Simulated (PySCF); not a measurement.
**[PmH4]−: other functionals and bases at one geometry**

Aim: see how levels, charges and forces of [PmH4]− depend on the level of theory. The structure is generated, not taken from experiment.

Computed with PySCF 2.14.0. Level: several levels, as the steps say, no spin–orbit coupling.

1 further run of the same task is left out (for a known fault of the program).

## Step 1: The starting structure

5 atoms, charge -1, spin multiplicity 1.

Bond lengths: Pm1–H2 2.152 Å, Pm1–H3 2.152 Å, Pm1–H4 2.152 Å, Pm1–H5 2.152 Å. Angles: H2–Pm1–H3 109.5°, H2–Pm1–H4 109.5°, H2–Pm1–H5 109.5°, H3–Pm1–H4 109.5°, H3–Pm1–H5 109.5°, H4–Pm1–H5 109.5°.

As a file:

```xyz
5
charge -1, multiplicity 1
Pm    0.0000    0.0000    0.0000
H     1.2426    1.2426    1.2426
H    -1.2426   -1.2426    1.2426
H     1.2426   -1.2426   -1.2426
H    -1.2426    1.2426   -1.2426
```

Formal oxidation states: Pm +3. Each metal's 4 4f electrons lie in its core potential, so multiplicities, spins and levels count the valence alone. An earlier session relaxed this geometry at PBE0, Pm lcecp-1-SVP with ECP50, H def2-SVP (singlet, point group Td).

At PBE0 on the finer grid: E = -36.448405 Eh, HOMO -2.08 eV, LUMO 3.78 eV, Mulliken charge on Pm1 +0.27 e, largest force component 0.002 eV/Å. 

Levels to run: TPSSh; wB97X; PBE0, TZVP. Hardware: 2 threads of Arm Neoverse V1, shared host.

## Step 2: TPSSh

run.py (the lines that set the calculation) reads:

```python
mol = gto.M(atom='''
Pm     0.00000     0.00000     0.00000
H      1.24259     1.24259     1.24259
H     -1.24259    -1.24259     1.24259
H      1.24259    -1.24259    -1.24259
H     -1.24259     1.24259    -1.24259''',
    basis={'Pm': 'lcecp-1-SVP', 'H': 'def2-SVP'},
    ecp={'Pm': 'lcecp-1-SVP'},
    charge=-1, spin=0)
mf = dft.RKS(mol, xc='TPSSH')
mf.grids.atom_grid = (75, 302)  # f atoms: unpruned, at least (60, 302)
mf = mf.density_fit()  # fitting sets: Pm AutoAux, H def2-universal-JKFIT
mf.conv_tol = 1e-08; mf.max_cycle = 55
mf.kernel(dm0)  # dm0: the density of the relaxed state
```

Launch:

```bash
OMP_NUM_THREADS=2 python run.py
```

## Step 3: wB97X

run.py (the lines that set the calculation), as its differences from that of step 2:

```diff
@@ -9,3 +9,3 @@
     charge=-1, spin=0)
-mf = dft.RKS(mol, xc='TPSSH')
+mf = dft.RKS(mol, xc='WB97X')
 mf.grids.atom_grid = (75, 302)  # f atoms: unpruned, at least (60, 302)
```

## Step 4: PBE0, TZVP

Basis: Pm lcecp-1-TZVP with ECP50, H def2-TZVP. 

run.py (the lines that set the calculation) reads:

```python
mol = gto.M(atom='''
Pm     0.00000     0.00000     0.00000
H      1.24259     1.24259     1.24259
H     -1.24259    -1.24259     1.24259
H      1.24259    -1.24259    -1.24259
H     -1.24259     1.24259    -1.24259''',
    basis={'Pm': 'lcecp-1-TZVP', 'H': 'def2-TZVP'},
    ecp={'Pm': 'lcecp-1-TZVP'},
    charge=-1, spin=0)
mf = dft.RKS(mol, xc='PBE0')
mf.grids.atom_grid = (75, 302)  # f atoms: unpruned, at least (60, 302)
mf = mf.density_fit()  # fitting sets: Pm AutoAux, H def2-universal-JKFIT
mf.conv_tol = 1e-08; mf.max_cycle = 55
mf.kernel(dm0)  # dm0: free metal ions and neutral atoms
```

Before running it: what results should come out? Wanted: for each run, HOMO; gap; charge on Pm1; dipole; largest force.

As calculated:

| level | state | HOMO (eV) | gap (eV) | charge on Pm1 (e) | dipole (D) | largest force (eV/Å) | basis functions | time |
| --- | --- | --- | --- | --- | --- | --- | --- | --- |
| PBE0 (relaxed here) | singlet | -2.08 | 5.86 | 0.27 | 0.00 | 0.00 | 53 | 3 s |
| TPSSh | singlet | -1.56 | 5.06 | 0.44 | 0.00 | 0.02 | 53 | 2 s |
| wB97X | singlet | -4.56 | 10.05 | 0.23 | 0.00 | 0.06 | 53 | 1.7 s |
| PBE0, TZVP | singlet | -2.14 | 5.88 | 0.58 | 0.00 | 0.00 | 71 | 3.5 s |

Times are on 2 threads of Arm Neoverse V1, shared host; the first row also made further properties. The dipole of a charged species depends on the origin, so these sizes hold for this origin alone.

In one basis the HOMO–LUMO gap runs from 5.06 eV (TPSSh) to 10.05 eV (wB97X). The largest leftover force, 0.06 eV/Å with wB97X, stands at a geometry relaxed at another level. The Mulliken charge on Pm spans +0.23 to +0.58 e over the levels. With 4f in the core, its levels are missing from HOMO and gap. Total energies of different levels can't be compared. Spin–orbit coupling is left out throughout.
